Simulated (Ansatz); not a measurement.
# Mg3CdS2: the cost of one run

Method: DFT PBE, scalar-relativistic, plane waves, PAW, unless a step names another level, in Ansatz 0.2.0.

11 further runs of the same task are left out: 1 that didn't finish, 10 set aside as unsound or not needed. Runs told in other sessions of the task aren't counted.

**1. Plan**

Pauling electronegativities: Mg 1.31, Cd 1.69, S 2.58 (spread 1.27). No set of common oxidation states balances it. Tabulated atomic sizes suggest about 19 Å³/atom. 26 candidates were drawn, by swapping species into database cells of other compounds, at random by space group and Wyckoff sites, or by hand, as the table says:

```tsv
name	made from	space group no.	Wyckoff sites	atoms (primitive cell)	V (Å³/atom)
c01	database cell of Li3Tl2Cd	123	Mg 2g, 1b; Cd 1c; S 2h	6	19.4
c02	random	71	Mg 4i, 2b; Cd 2c; S 4g	6	22.5
c03	random	183	Mg 3c; Cd 1a; S 2b	6	20.4
c04	built by hand: rock salt with (001) Cd/S anion layering	139	Mg 2b, 4e; Cd 2a; S 4e	6	19.4
c05	random	183	Mg 3c; Cd 1a; S 1a, 1a	6	21.3
c06	random	166	Mg 9e; Cd 3b; S 6c	6	23.8
c07	database cell of TbCo2Ni3	65	Mg 2c, 4i; Cd 2a; S 4f	6	21.5
c08	database cell of Li3SmBi2	164	Mg 2d, 1b; Cd 1a; S 2d	6	22.6
c09	database cell of YB2Ir3	12	Mg 4f, 2d; Cd 2a; S 4g	6	19.7
c10	random	191	Mg 1a, 2e; Cd 1b; S 2c	6	20.2
c11	random	139	Mg 4e, 2b; Cd 2a; S 4c	6	23.8
c12	random	166	Mg 6c, 3a; Cd 3b; S 6c	6	21.8
c13	database cell of SmAl3Pd2	191	Mg 3g; Cd 1a; S 2c	6	20.8
c14	random	38	Mg 4c, 2b; Cd 2a; S 4d	6	24.5
c15	database cell of Na3BrCl2	139	Mg 4e, 2a; Cd 2b; S 4e	6	18.5
c16	random	156	Mg 1c, 1b, 1a; Cd 1a; S 1a, 1c	6	24.9
c17	built by hand: Ti3SiC2-type (312 MAX phase)	194	Mg 4f, 2a; Cd 2b; S 4f	12	19.8
c18	database cell of Fe2SbTe3	6	Mg 1b, 1a, 1a; Cd 1b; S 1b, 1a	6	16.6
c19	built by hand: rock salt with (111) Cd/S anion layering	164	Mg 1b, 2d; Cd 1a; S 2d	6	19.8
c20	database cell of Ho2Al3Fe	166	Mg 9d; Cd 3a; S 6c	6	21.6
c21	random	156	Mg 1c, 1a, 1c; Cd 1b; S 1c, 1b	6	20.8
c22	database cell of CsAu3Se2	164	Mg 3e; Cd 1b; S 2d	6	21.4
c23	database cell of Eu2In3Ni	25	Mg 1c, 1c, 1d; Cd 1d; S 1b, 1a	6	21.9
c24	built by hand: rock salt with MoPt2-type anion order	71	Mg 4j, 2d; Cd 2a; S 4i	6	19.4
c25	random	139	Mg 4e, 2a; Cd 2b; S 4c	6	21.4
c26	random	156	Mg 3d; Cd 1a; S 1b, 1c	6	23.4
```

**2. Screening run of c01**

Contents of input.yaml:

```yaml
crystal:
  lattice:
    - [3.37784839, 0.0, 0.0]
    - [0.0, 3.37784839, 0.0]
    - [0.0, 0.0, 10.22689304]
  atoms:
    - { symbol: Mg, position: [0.0, 0.0, 0.83906811] }
    - { symbol: Mg, position: [0.0, 0.0, 0.16093189] }
    - { symbol: Mg, position: [0.0, 0.0, 0.5] }
    - { symbol: Cd, position: [0.5, 0.5, 0.0] }
    - { symbol: S, position: [0.5, 0.5, 0.32482469] }
    - { symbol: S, position: [0.5, 0.5, 0.67517531] }
basis:
  ecutwfc: 420
kpoints:
  mp_grid: { grid: [5, 5, 2] }
hamiltonian:
  xc: pbe
scf:
  occupations: { method: gaussian, width: 0.2 }
  lower_state_search: "off"
output:
  forces: true
  stress: true
  eigenvalues: true
relax:
  adjacent_minimum: "off"
  f_tol: 0.08
  max_steps: 16
  cell: { stress_tol: 0.8 }
```

Launch:

```sh
$ ansatz run input.yaml --threads 1 --pin off --max-ram 2560MiB --backend cpu --events-out ev --progress --plain --runs-dir out
```

**Question.** How long does this run take on 1 thread of Intel Xeon 6975P-C (Granite Rapids), shared host, and how much memory does it need?

About 8.6 s, with a peak of 0.42 GiB.
